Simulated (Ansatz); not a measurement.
**SnF2 (singlet): the correlation ladder at a displaced geometry (v1), def2-SVP**

The task here is to estimate one member of a computed series from the others.

Computed with Ansatz 0.2.0, Gaussian basis. Level: def2-SVP, core rule «outside noble gas», up to 11 orbitals frozen.

To be run: UHF; CCSD(T) on RHF; BCCD(T) on RHF; CISD; CCSDT(Q) on RHF.

12 further runs of the same task are left out: 5 for a known fault of the program, 2 that didn't finish, 5 set aside as unsound or not needed.

### The geometry

The geometry is a PBE0/def2-TZVP stationary point (not a proven minimum) with its atoms shifted at random (size 0.040 Å). No spin-orbit coupling is included. Elements past krypton take def2 core potentials.

3 atoms, charge 0, spin multiplicity 1.

Atoms are counted from 1 here; the program's logs count them from 0.

Bond lengths: Sn1–F2 1.930 Å, Sn1–F3 1.923 Å. Angles: F2–Sn1–F3 94.4°.

The first run:

Input file in.yaml:

```yaml
crystal:
  periodic: [false, false, false]
  atoms:
    - {symbol: Sn, position_ang: [-0.005613, -0.317270, 0.007871]}
    - {symbol: F, position_ang: [-0.006446, 0.961562, -1.437271]}
    - {symbol: F, position_ang: [0.041518, 1.020872, 1.388092]}
basis:
  gaussian: {orbitals: def2-SVP}
magnetization: {spin_polarized: true, initial_magnetization: 0}
hamiltonian: {xc: hf}
output: {orbitals: {seedname: orbitals}}
```

Launch:

```sh
$ ansatz run in.yaml --threads 1 --pin off --events-out ev --progress --plain --max-ram 2393MiB
```

Steps of the session up to this table: UHF; CCSD(T) on RHF; BCCD(T) on RHF; CISD; CCSDT(Q) on RHF.

One table of the session follows, with a row left open; its other results are not shown here.

| method | from RCCSDT(Q) (meV) |
| --- | --- |
| RHF | +12541.0 |
| RMP2 | +495.3 |
| RCCSD | +269.0 |
| RCCSD(T) | ? |
| BCCD(T) | +39.4 |
| RCCSDT | +35.8 |
| RCCSDT(Q) | 0 |

**Question.** Estimate the row for RCCSD(T).

The run gave: from RCCSDT(Q) (meV): +51.3. In the column «from RCCSDT(Q) (meV)» it lies between BCCD(T) (+39.4) and RCCSD (+269.0).

Not comparable, so not listed: CISD (they don't share determinant, frozen orbitals or solution with the rows shown, or repeat one).
